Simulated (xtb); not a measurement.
**C2H4BrIn (SMILES C=[C](Br)[InH2]): a first try and a second**

Aim: the charge distribution of C2H4BrIn at GFN2-xTB (ALPB acetonitrile, reference state bar1M).

Program for the calculation: xtb 6.7.1.

1 further run of the same task is left out (set aside as unsound or not needed).

## (1) The structure to begin with

C2H4BrIn has 8 atoms, charge 0, and is taken as a singlet. As SMILES, `C=[C](Br)[InH2]`.

Bond lengths: C1–C2 1.318 Å, C2–Br3 1.928 Å, C2–In4 2.196 Å, C1–H6 1.082 Å, In4–H7 1.717 Å, In4–H8 1.744 Å. Angles: C1–C2–Br3 120.8°, C1–C2–In4 137.7°, Br3–C2–In4 101.4°, C2–C1–H6 123.8°, C2–In4–H7 114.5°, C2–In4–H8 123.4°, H7–In4–H8 122.0°. A long bond or contact: C1–H5 1.353 Å.

## (2) First attempt

Input file geo.gen:

```
8 C
 C Br In H
   1  1      0.26056500      1.57671800      0.24047100
   2  1      0.51101500      0.29634800      0.42464100
   3  2      1.87023500     -0.27391200      1.66669100
   4  3     -0.28009500     -1.63039200     -0.27022900
   5  4     -0.69609000      1.94300000     -0.64357000
   6  4      0.78202500      2.37195800      0.75731100
   7  4      0.80573500     -2.94936200     -0.09663900
   8  4     -1.91396500     -1.84720200     -0.84092900
```

On the command line:

```
$ xtb geo.gen --lmo --json --alpb acetonitrile bar1M -c 1 --iterations 80 > out.txt 2> xtb.err
```

Standard output:

```text
* xtb version 6.7.1
[...]
      * Solvation model:               ALPB
        Solvent                        acetonitrile
[...]
        Solvent mass                       4.1050E+01 g/mol
[...]
          :  # basis functions                  32          :
[...]
          :  # electrons                        21          :
[...]
          :  Hamiltonian                  GFN2-xTB          :
[...]
          :  net charge                          1          :
          :  unpaired electrons                  0          :
[...]
   *** convergence criteria satisfied after 24 iterations ***
[...]
         ::                     SUMMARY                     ::
         :::::::::::::::::::::::::::::::::::::::::::::::::::::
         :: total energy             -11.083275169587 Eh    ::
         :: total w/o Gsasa/hb       -11.073025713488 Eh    ::
         :: gradient norm              0.117430804391 Eh/a0 ::
         :: HOMO-LUMO gap              4.054344192129 eV    ::
         ::.................................................::
         :: SCC energy               -11.172575796496 Eh    ::
         :: -> isotropic ES            0.105266729125 Eh    ::
         :: -> anisotropic ES         -0.013102995433 Eh    ::
         :: -> anisotropic XC          0.007074400920 Eh    ::
         :: -> dispersion             -0.004371728560 Eh    ::
         :: -> Gsolv                  -0.078175680053 Eh    ::
         ::    -> Gelec               -0.067926223954 Eh    ::
         ::    -> Gsasa               -0.016008130248 Eh    ::
         ::    -> Ghb                 -0.002471226939 Eh    ::
         ::    -> Gshift               0.008229901087 Eh    ::
[...]
        11        1.0456           -0.4616019             -12.5608 (HOMO)
        12                         -0.3126075              -8.5065 (LUMO)
[...]
     #   Z          covCN         q      C6AA      α(0)
     1   6 C        2.658    -0.054    29.321     8.859
     2   6 C        2.749     0.061    26.618     8.448
     3  35 Br       1.441     0.074   183.014    21.813
     4  49 In       3.101     0.322   268.457    30.914
     5   1 H        0.658     0.212     1.156     1.724
     6   1 H        0.925     0.212     1.038     1.593
     7   1 H        0.903     0.044     2.405     2.427
     8   1 H        0.896     0.130     1.537     1.940
[...]
molecular dipole:
                 x           y           z       tot (Debye)
 q only:       -0.248      -0.126      -0.077
   full:       -0.250      -0.312      -0.072       1.032
molecular quadrupole (traceless):
[...]
          | TOTAL ENERGY              -11.083275169587 Eh   |
          | GRADIENT NORM               0.117430804391 Eh/α |
          | HOMO-LUMO GAP               4.054344192129 eV   |
           -------------------------------------------------
[...]
```

Standard error:

```text
normal termination of xtb
```

It also wrote xtblmoinfo:

```text
8
 6        0.4923964877        2.9795651958        0.4544243309 -0.5409074488E-01
 6        0.9656783956        0.5600165576        0.8024551913  0.6073970397E-01
35        3.5342319387       -0.5176186622        3.1495895244  0.7350768881E-01
49       -0.5293028389       -3.0809943558       -0.5106588009  0.3218778716E+00
 1       -1.3154194581        3.6717378601       -1.2161710420  0.2117461018E+00
 1        1.4778130726        4.4823509991        1.4311103812  0.2123110761E+00
 1        1.5226184790       -5.5734864224       -0.1826212430  0.4362070138E-01
 1       -3.6168696621       -3.4907058769       -1.5891255003  0.1302876012E+00
   11    0.40608874   -0.31182329   -0.46449067  -11.17258007
 1        2.3039801121        0.0507838465        2.0105221272
 2        4.3464789391        0.1227829084        2.9156222343
 2        3.6061751842       -1.5856609344        2.8924601078
 2        3.0424799919       -0.2874994576        4.0199561119
 3        1.1056277752        1.6943523884        0.2333094478
 3        0.3603202105        1.6642016172        1.0300427675
 1        1.0890105963        3.8776283264        1.0468075275
 1        0.4180560708       -0.4957910180        0.2763715982
 1       -0.5080612302        3.2718195915       -0.4718492925
 1       -2.8279397488       -3.3550744057       -1.3140437603
 1        0.9416054487       -4.8690409660       -0.2830511332
  0.043702  0.160764  0.128015  0.200099  0.019245  0.036659  0.214590  0.196925
  0.253331  0.258529  0.097629  0.216411  0.001380  0.002453  0.087812  0.082455
```

Run time: 0.025 s. Hardware: 1 thread of AMD EPYC 9R45 (Zen 5), shared host.

## (3) Reading the log

The program ended normally, but the settings are unsound, so its numbers aren't properties of the molecule.

Cause: the charge typed isn't that of the species meant. To mend it: charge 0 in place of 1. That is the species meant; for the charge typed, the multiplicity would have to change.

## (4) Try two

geo.gen is that of step 2.

On the command line:

```
$ xtb geo.gen --alpb acetonitrile bar1M --json --uhf 0 --lmo --parallel 1 > xtb.out 2> xtb.err
```

Standard output:

```text
* xtb version 6.7.1
[...]
      * Solvation model:               ALPB
        Solvent                        acetonitrile
[...]
        Solvent mass                       4.1050E+01 g/mol
[...]
          :  # basis functions                  32          :
[...]
          :  # electrons                        22          :
[...]
          :  Hamiltonian                  GFN2-xTB          :
[...]
          :  net charge                          0          :
          :  unpaired electrons                  0          :
[...]
   *** convergence criteria satisfied after 15 iterations ***
[...]
         ::                     SUMMARY                     ::
         :::::::::::::::::::::::::::::::::::::::::::::::::::::
         :: total energy             -11.514992834930 Eh    ::
         :: total w/o Gsasa/hb       -11.506759162778 Eh    ::
         :: gradient norm              0.097538645922 Eh/a0 ::
         :: HOMO-LUMO gap              3.713622317981 eV    ::
         ::.................................................::
         :: SCC energy               -11.604293461839 Eh    ::
         :: -> isotropic ES            0.011183901726 Eh    ::
         :: -> anisotropic ES          0.001835396218 Eh    ::
         :: -> anisotropic XC          0.001577342647 Eh    ::
         :: -> dispersion             -0.005231457930 Eh    ::
         :: -> Gsolv                  -0.009047991946 Eh    ::
         ::    -> Gelec               -0.000814319794 Eh    ::
         ::    -> Gsasa               -0.016008130248 Eh    ::
         ::    -> Ghb                 -0.000455442992 Eh    ::
         ::    -> Gshift               0.008229901087 Eh    ::
[...]
        11        2.0000           -0.4009834             -10.9113 (HOMO)
        12                         -0.2645103              -7.1977 (LUMO)
[...]
     #   Z          covCN         q      C6AA      α(0)
     1   6 C        2.658    -0.058    29.428     8.876
     2   6 C        2.749    -0.004    28.104     8.681
     3  35 Br       1.441    -0.131   188.671    22.147
     4  49 In       3.101     0.196   273.992    31.231
     5   1 H        0.658     0.055     2.512     2.542
     6   1 H        0.925     0.090     1.882     2.145
     7   1 H        0.903    -0.066     4.507     3.322
     8   1 H        0.896    -0.081     4.965     3.487
[...]
molecular dipole:
                 x           y           z       tot (Debye)
 q only:       -0.344       0.541      -0.339
   full:       -0.810       0.438      -0.763       3.038
molecular quadrupole (traceless):
[...]
          | TOTAL ENERGY              -11.514992834930 Eh   |
          | GRADIENT NORM               0.097538645922 Eh/α |
          | HOMO-LUMO GAP               3.713622317981 eV   |
           -------------------------------------------------
[...]
```

Standard error:

```text
normal termination of xtb
```

It also wrote xtblmoinfo:

```text
8
 6        0.4923964877        2.9795651958        0.4544243309 -0.5834018812E-01
 6        0.9656783956        0.5600165576        0.8024551913 -0.4104684403E-02
35        3.5342319387       -0.5176186622        3.1495895244 -0.1308687893E+00
49       -0.5293028389       -3.0809943558       -0.5106588009  0.1961525445E+00
 1       -1.3154194581        3.6717378601       -1.2161710420  0.5465241414E-01
 1        1.4778130726        4.4823509991        1.4311103812  0.8968780956E-01
 1        1.5226184790       -5.5734864224       -0.1826212430 -0.6575729372E-01
 1       -3.6168696621       -3.4907058769       -1.5891255003 -0.8142181266E-01
   11    1.19529520   -0.26451032   -0.40098343  -11.60429773
 1        2.3118820190        0.0435182899        2.0168492794
 2        4.3994984627        0.0834606364        2.9251458645
 2        3.1153032780       -0.2614958286        4.0757737160
 2        3.6491107941       -1.5828846693        2.9798421860
 1        1.1076498032        3.9130935669        1.0653214455
 3        1.0949352980        1.7396100760        0.2191564292
 3        0.3412216604        1.7090191841        1.0217624903
 1       -0.5936902165        3.3236229420       -0.5512035489
 1        0.3610511720       -0.6256613731        0.2191118598
 1        1.0285187960       -4.9883456230       -0.2673562765
 1       -2.8845169544       -3.3818395138       -1.3302221298
  0.043291  0.257900  0.362473  0.128092  0.017725  0.042726  0.024433  0.123360
  0.016365  0.203708  0.098338  0.348432  0.000364  0.008293  0.158414  0.166085
```

It took 0.025 s on 1 thread of AMD EPYC 9R45 (Zen 5), shared host.

Atomic charges (e):

| atom | Mulliken |
| --- | --- |
| C1 | -0.058 |
| C2 | -0.004 |
| Br3 | -0.131 |
| In4 | +0.196 |
| H5 | +0.055 |
| H6 | +0.090 |
| H7 | -0.066 |
| H8 | -0.081 |

## (5) Results

Level: GFN2-xTB (ALPB acetonitrile, reference state bar1M).

```
                      quantity          value
                  total energy   -11.51499 Eh
                 dipole moment         3.04 D
                   HOMO energy      -10.91 eV
                   LUMO energy       -7.20 eV
                 HOMO–LUMO gap        3.71 eV
             dispersion energy  -13.74 kJ/mol
    solvent term in the energy   -23.8 kJ/mol
mean polarisability (D4 model)     82.4 bohr³
```

In words: Mulliken charges run from -0.13 on Br3 to +0.20 on In4.
